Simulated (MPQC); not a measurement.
**TiO2 (titanium dioxide) at 6 levels**

Aim: a comparison of 6 runs (HF/STO-3G, HF/3-21G, HF/def2-SVP, B3LYP/STO-3G, PBE0/def2-SVP, B3LYP/6-31G*) of TiO2 (titanium dioxide). 

The calculation is run with MPQC 2.3.1.

1 further run of the same task is left out (it didn't finish).

## 1. Starting point

TiO2 has 3 atoms, charge 0, and is taken as a singlet. SMILES: `[O]=[Ti]=[O]`. Geometry: relaxed at PBE0-D4/def2-TZVP.

Bond lengths: O1–Ti2 1.628 Å, Ti2–O3 1.628 Å. Angles: O1–Ti2–O3 111.8°.

## 2. Energy and forces at HF/STO-3G (run 1)

mol.in reads:

```
% emacs should use -*- KeyVal -*- mode
molecule<Molecule>: (
  symmetry = c1
  unit = bohr
  { atoms geometry } = {
    O  [ 1.74043776   1.75517762   0.84017224 ]
    Ti [ 0.25511303  -0.92974525   0.62663318 ]
    O  [ -1.99573976  -0.82543237  -1.46680542 ]
  }
)
basis<GaussianBasisSet>: (
  name = "STO-3G"
  molecule = $:molecule
  basisdir = "."
  puream = yes
)
mpqc: (
  checkpoint = no
  savestate = no
  restart = no
  do_energy = yes
  do_gradient = yes
  optimize = no
  mole<CLHF>: (
    molecule = $:molecule
    basis = $:basis
    total_charge = 0
    memory = 1000000000
    print_evals = yes
    maxiter = 120
    value_accuracy = 1e-08
    guess_wavefunction<CLHF>: (
      molecule = $:molecule
      total_charge = 0
      memory = 1000000000
      value_accuracy = 1e-3
      basis<GaussianBasisSet>: (
        name = "3-21G"
        molecule = $:molecule
      )
    )
  )
)
```

The basis set STO-3G is read from a file made from the Basis Set Exchange's data (not shown).

On the command line:

```sh
mpqc -o mol.out mol.in
```

Standard output:

```text
MPQC: Massively Parallel Quantum Chemistry
[...]
  LUMO is    20   A =   0.116499
  total scf energy = -987.4526007584
[...]
Value of the MolecularEnergy: -987.4526007584
  Gradient of the MolecularEnergy:
      1   -0.0039047179
      2    0.0067241637
      3   -0.0064067119
      4    0.0042718427
      5   -0.0158361443
      6    0.0106054687
      7   -0.0003671248
      8    0.0091119806
      9   -0.0041987568
  Function Parameters:
    value_accuracy    = 6.910140e-09 (1.000000e-08) (computed)
[...]
      symmetry = c1
[...]
```

Wall time 0.52 s (1 thread of Arm Neoverse V1, shared host).

## 3. Energy and gradient at HF/3-21G (run 2)

mol.in reads:

```
molecule<Molecule>: (
   symmetry = c1
   unit = angstrom
   { atoms geometry } = {
      O  [ 0.921000       0.928800       0.444600 ]
      Ti [ 0.135000      -0.492000       0.331600 ]
      O  [ -1.056100      -0.436800      -0.776200 ]
   }
)
basis<GaussianBasisSet>: (
   name = "3-21G"
   molecule = $:molecule
   basisdir = "."
   puream = yes
)
mpqc: (
   checkpoint = no
   savestate = no
   restart = no
   do_energy = yes
   do_gradient = yes
   optimize = no
   mole<CLHF>: (
      molecule = $:molecule
      basis = $:basis
      total_charge = 0
      memory = 1000000000
      print_evals = yes
      maxiter = 120
      value_accuracy = 1e-08
      guess_wavefunction<CLHF>: (
         molecule = $:molecule
         total_charge = 0
         memory = 1000000000
         value_accuracy = 1e-3
         basis<GaussianBasisSet>: (
            name = "STO-3G"
            molecule = $:molecule
         )
      )
   )
)
```

The basis set 3-21G is read from a file made from the Basis Set Exchange's data (not shown).

On the command line:

```sh
mpqc -o mol.out mol.in
```

Standard output:

```text
MPQC: Massively Parallel Quantum Chemistry
[...]
  LUMO is    20   A =  -0.030232
  total scf energy = -993.1272600894
[...]
Value of the MolecularEnergy: -993.1272600894
  Gradient of the MolecularEnergy:
      1    0.0131557360
      2    0.0275032308
      3    0.0003125881
      4    0.0084436985
      5   -0.0309606722
      6    0.0208180956
      7   -0.0215994345
      8    0.0034574414
      9   -0.0211306838
  Function Parameters:
    value_accuracy    = 5.148785e-09 (1.000000e-08) (computed)
[...]
      symmetry = c1
[...]
```

Run time: 1.6 s. Hardware: 1 thread of Arm Neoverse V1, shared host.

Runs 3 to 5 aren't shown in full; the table further down has their settings and results.

## 4. Energy and gradient at B3LYP/6-31G(d) (spherical functions) (run 6)

input.in reads:

```
molecule<Molecule>: (
  symmetry = c1
  unit = angstrom
  { atoms geometry } = {
    O  [ 0.921000 0.928800 0.444600 ]
    Ti [ 0.135000 -0.492000 0.331600 ]
    O  [ -1.056100 -0.436800 -0.776200 ]
  }
)
basis<GaussianBasisSet>: (
  name = "6-31G*"
  molecule = $:molecule
  basisdir = "."
  puream = yes
)
mpqc: (
  checkpoint = no
  savestate = no
  restart = no
  do_energy = yes
  do_gradient = yes
  optimize = no
  mole<CLKS>: (
    molecule = $:molecule
    basis = $:basis
    total_charge = 0
    memory = 1000000000
    print_evals = yes
    maxiter = 120
    value_accuracy = 1e-08
    functional<StdDenFunctional>: ( name = "B3LYP" )
    integrator<RadialAngularIntegrator>: ( grid = xfine )
    guess_wavefunction<CLHF>: (
      molecule = $:molecule
      total_charge = 0
      memory = 1000000000
      value_accuracy = 1e-3
      basis<GaussianBasisSet>: (
        name = "STO-3G"
        molecule = $:molecule
      )
    )
  )
)
```

The basis set 6-31G* is read from a file made from the Basis Set Exchange's data (not shown).

On the command line:

```sh
mpqc -o input.out input.in
```

Standard output:

```text
MPQC: Massively Parallel Quantum Chemistry
[...]
  WARNING: BeckeIntegrationWeight usually uses the atomic maximum
           probability radius, however this is not available for
[...]
  Integrated electron density error = -0.003224890472
  iter     1 energy = -999.4017519602 delta = 1.93562e-01
[...]
  Integrated electron density error = 0.000001380061
  iter    18 energy = -999.8927393380 delta = 1.73280e-07
  Integrated electron density error = 0.000001380059
  iter    19 energy = -999.8927393380 delta = 6.35311e-08
  Integrated electron density error = 0.000001380059
  iter    20 energy = -999.8927393379 delta = 2.21575e-08
[...]
  LUMO is    20   A =  -0.110349
  total scf energy = -999.8927393379
[...]
  Integrated electron density error = 0.000001361640
  Total Gradient:
[...]
Value of the MolecularEnergy: -999.8927393379
  Gradient of the MolecularEnergy:
      1    0.0003129864
      2   -0.0020757873
      3    0.0010577912
      4   -0.0011236073
      5    0.0036357294
      6   -0.0025487075
      7    0.0008106209
      8   -0.0015599422
      9    0.0014909163
  Closed Shell Kohn-Sham (CLKS) Parameters:
    Function Parameters:
[...]
        symmetry = c1
[...]
```

It took 35 s on 1 thread of Arm Neoverse V1, shared host; peak memory 0.35 GiB.

## 5. Overview of the runs

```
run                               level  starting guess  integration grid  energy (Eh)  HOMO energy (eV)  LUMO energy (eV)  HOMO–LUMO gap (eV)  wall time
  1                           HF/STO-3G           3-21G                 –  -987.452601             -6.47              3.17                9.64     0.52 s
  2                            HF/3-21G          STO-3G                 –  -993.127260            -10.23             -0.82                9.41      1.6 s
  3                         HF/def2-SVP   huckel STO-3G                 –  -997.860456            -10.93             -0.63               10.30      6.3 s
  4                        B3LYP/STO-3G          STO-3G             xfine  -989.064713             -2.86             -0.67                2.19       16 s
  5                       PBE0/def2-SVP   huckel STO-3G             xfine  -999.356149             -6.84             -2.47                4.37       32 s
  6  B3LYP/6-31G* (spherical functions)          STO-3G             xfine  -999.892739             -6.50             -3.00                3.49       35 s
```

## 6. Results

| quantity | value |
| --- | --- |
| run 6: total energy | -999.89274 Eh |
| run 6: HOMO energy | -6.50 eV |
| run 6: LUMO energy | -3.00 eV |
| run 6: HOMO–LUMO gap | 3.49 eV |
| run 6: largest force on an atom | 0.236 eV/Å |

What this shows: The HOMO–LUMO gap runs from 2.19 eV (B3LYP/STO-3G) to 10.30 eV (HF/def2-SVP). The two ends differ in method and basis. Totals of different functionals can't be ranked against each other. In runs 1, 4 the basis is minimal, so the values are rough. All runs together took 92 s, the longest 35 s.
